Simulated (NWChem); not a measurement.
# One shape, several levels: CHBrCl2 (bromodichloromethane)

Wanted: a comparison of 6 runs (HF/STO-3G, HF/3-21G, HF/6-31G*, PBE/6-31G*, MP2/6-31G*, CCSD(T)/6-31G*) of CHBrCl2 (bromodichloromethane). 

The results are computed with NWChem 7.3.0.

### 1 The structure to begin with

CHBrCl2: 5 atoms, total charge 0, spin state singlet. As SMILES, `ClC(Cl)Br`. Geometry: relaxed at PBE0-D4/def2-TZVP.

Bond lengths: Cl1–C2 1.754 Å, C2–Cl3 1.754 Å, C2–Br4 1.934 Å, C2–H5 1.084 Å. Angles: Cl1–C2–Cl3 111.5°, Cl1–C2–Br4 111.2°, Cl3–C2–Br4 111.2°, Cl1–C2–H5 108.1°, Cl3–C2–H5 108.1°, Br4–C2–H5 106.3°.

### 2 Energy and gradient at HF/STO-3G (run 1)

Contents of mol.nw:

```
start mol
memory stack 880 mb heap 220 mb global 1100 mb
charge 0

geometry units angstrom noautosym nocenter noautoz
   Cl   -0.545310    0.154210    1.648620
   C     0.079970    0.086060    0.011540
   Cl    1.215390   -1.235370   -0.189200
   Br   -1.353490   -0.018800   -1.282480
   H     0.603440    1.013890   -0.188490
end

basis spherical bse
   * library STO-3G
end

scf
   thresh 1e-08
   maxiter 80
   print low
end

task scf gradient
```

Launch:

```bash
$ nwchem mol.nw > mol.out
```

Output:

```text
[...]
  functions       =    42
[...]
  wavefunction    = RHF
[...]
         Total SCF energy =  -3491.788900251693
      One-electron energy =  -5661.794201064194
      Two-electron energy =   1773.321269107951
 Nuclear repulsion energy =    396.684031704550
        Time for solution =      3.4s
[...]
                         RHF ENERGY GRADIENTS
    atom               coordinates                        gradient
                 x          y          z           x          y          z
   1 Cl     -1.030486   0.291415   3.115440    0.012671  -0.003097  -0.040660
   2 C       0.151121   0.162630   0.021807    0.027723  -0.018331   0.040420
   3 Cl      2.296754  -2.334511  -0.357536   -0.029768   0.030397   0.003639
   4 Br     -2.557725  -0.035527  -2.423536   -0.002591  -0.000644  -0.001995
   5 H       1.140336   1.915974  -0.356194   -0.008036  -0.008325  -0.001404
 Task  times  cpu:        4.7s     wall:        4.7s
 Total times  cpu:        4.7s     wall:        4.7s
```

It took 5.4 s on 1 thread of Intel Xeon Platinum 8375C at 2.90GHz (Ice Lake), shared host; peak memory 0.1 GiB.

### 3 Energy and forces at HF/3-21G (run 2)

Contents of chbrcl2.nw:

```
start chbrcl2
title "CHBrCl2 gradient"
memory stack 880 mb heap 220 mb global 1100 mb

geometry units angstrom noautosym nocenter noautoz
Cl      -0.545310       0.154210       1.648620
C        0.079970       0.086060       0.011540
Cl       1.215390      -1.235370      -0.189200
Br      -1.353490      -0.018800      -1.282480
H        0.603440       1.013890      -0.188490
end

basis spherical bse
* library 3-21G
end

scf
thresh 1e-08
maxiter 80
end

task scf gradient
```

Launch:

```bash
$ nwchem chbrcl2.nw > chbrcl2.out
```

Output:

```text
[...]
  functions       =    59
[...]
  wavefunction    = RHF
[...]
         Total SCF energy =  -3512.834252195195
      One-electron energy =  -5677.307633358739
      Two-electron energy =   1767.789349458993
 Nuclear repulsion energy =    396.684031704550
        Time for solution =      4.1s
[...]
                         RHF ENERGY GRADIENTS
    atom               coordinates                        gradient
                 x          y          z           x          y          z
   1 Cl     -1.030486   0.291415   3.115440    0.013534  -0.002593  -0.040850
   2 C       0.151121   0.162630   0.021807   -0.001099  -0.039323   0.028679
   3 Cl      2.296754  -2.334511  -0.357536   -0.029394   0.031286   0.003959
   4 Br     -2.557725  -0.035527  -2.423536    0.012655   0.000142   0.012017
   5 H       1.140336   1.915974  -0.356194    0.004304   0.010487  -0.003806
[...]
```

Run time: 6.9 s. Hardware: 1 thread of Intel Xeon Platinum 8375C at 2.90GHz (Ice Lake), shared host; peak memory 0.1 GiB.

Runs 3 to 5 aren't shown in full; the table further down has their settings and results.

### 4 A single-point energy at CCSD(T)/6-31G(d) (spherical functions) (run 6)

Contents of mol.nw:

```
start mol
memory 2200 mb
charge 0
geometry units angstroms noautosym nocenter noautoz
  Cl   -0.545310    0.154210    1.648620
  C     0.079970    0.086060    0.011540
  Cl    1.215390   -1.235370   -0.189200
  Br   -1.353490   -0.018800   -1.282480
  H     0.603440    1.013890   -0.188490
end
basis spherical bse
  Cl library 6-31G*
  C library 6-31G*
  Br library 6-31G*
  H library 6-31G*
end
scf
  thresh 1e-08
  maxiter 80
end
ccsd
  freeze core 20
  maxiter 60
end
task ccsd(t)
```

Launch:

```bash
$ nwchem mol.nw > mol.out
```

Output:

```text
[...]
  functions       =    84
[...]
  wavefunction    = RHF
[...]
         Total SCF energy =  -3529.484155245295
      One-electron energy =  -5694.389095346973
      Two-electron energy =   1768.220908397127
 Nuclear repulsion energy =    396.684031704550
        Time for solution =     31.4s
[...]
 Total MP2 energy:          -3530.126889023611966
[...]
             energy      energy      error      ampl     ampl      Block
                                                time     time      time
[...]
 Total CCSD energy:          -3530.154824219478996
[...]
 Total CCSD+T(CCSD) energy:          -3530.173231695680897
[...]
 Total CCSD(T) energy:               -3530.172470175313265
[...]
```

Wall time 3.1 min (1 thread of Intel Xeon Platinum 8375C at 2.90GHz (Ice Lake), shared host); peak memory 0.25 GiB.

### 5 All runs side by side

| run | level | iteration cap | module | energy (Eh) | largest force (eV/Å) | wall time |
| --- | --- | --- | --- | --- | --- | --- |
| 1 | HF/STO-3G | 80 | scf | -3491.788900 | 2.691 | 5.4 s |
| 2 | HF/3-21G | 80 | scf | -3512.834252 | 2.503 | 6.9 s |
| 3 | HF/6-31G* (spherical functions) | 80 | scf | -3529.484155 | 0.557 | 40 s |
| 4 | PBE/6-31G* (spherical functions) | 100 | dft | -3532.085996 | 0.783 | 44 s |
| 5 | MP2/6-31G* (spherical functions) | 80 | mp2 | -3530.126889 | 0.239 | 72 s |
| 6 | CCSD(T)/6-31G* (spherical functions) | 80 | ccsd(t) | -3530.172470 | – | 3.1 min |

### 6 Outcome

```
                                           quantity           value
                                run 6: total energy  -3530.17247 Eh
         run 6: HOMO energy (Hartree–Fock orbitals)       -11.61 eV
         run 6: LUMO energy (Hartree–Fock orbitals)         2.55 eV
       run 6: HOMO–LUMO gap (Hartree–Fock orbitals)        14.17 eV
run 6: correlation energy (20 core orbitals frozen)      -688.3 mEh
                              run 6: (T) correction      -17.65 mEh
```

Below the HF energy at the same shape and in the same basis (6-31G*): MP2 -642.7 mEh; CCSD(T) -688.3 mEh. Over runs 2, 3, 4, 5 the dipole moment (its size) runs from 1.16 D (PBE/6-31G*) to 1.58 D (HF/3-21G). The two ends differ in method and basis. Over runs 2, 3, 4 the HOMO–LUMO gap runs from 4.78 eV (PBE/6-31G*) to 14.25 eV (HF/3-21G). In run 1 the basis is minimal, so the values are rough. All runs together took 5.9 min, the longest 3.1 min.
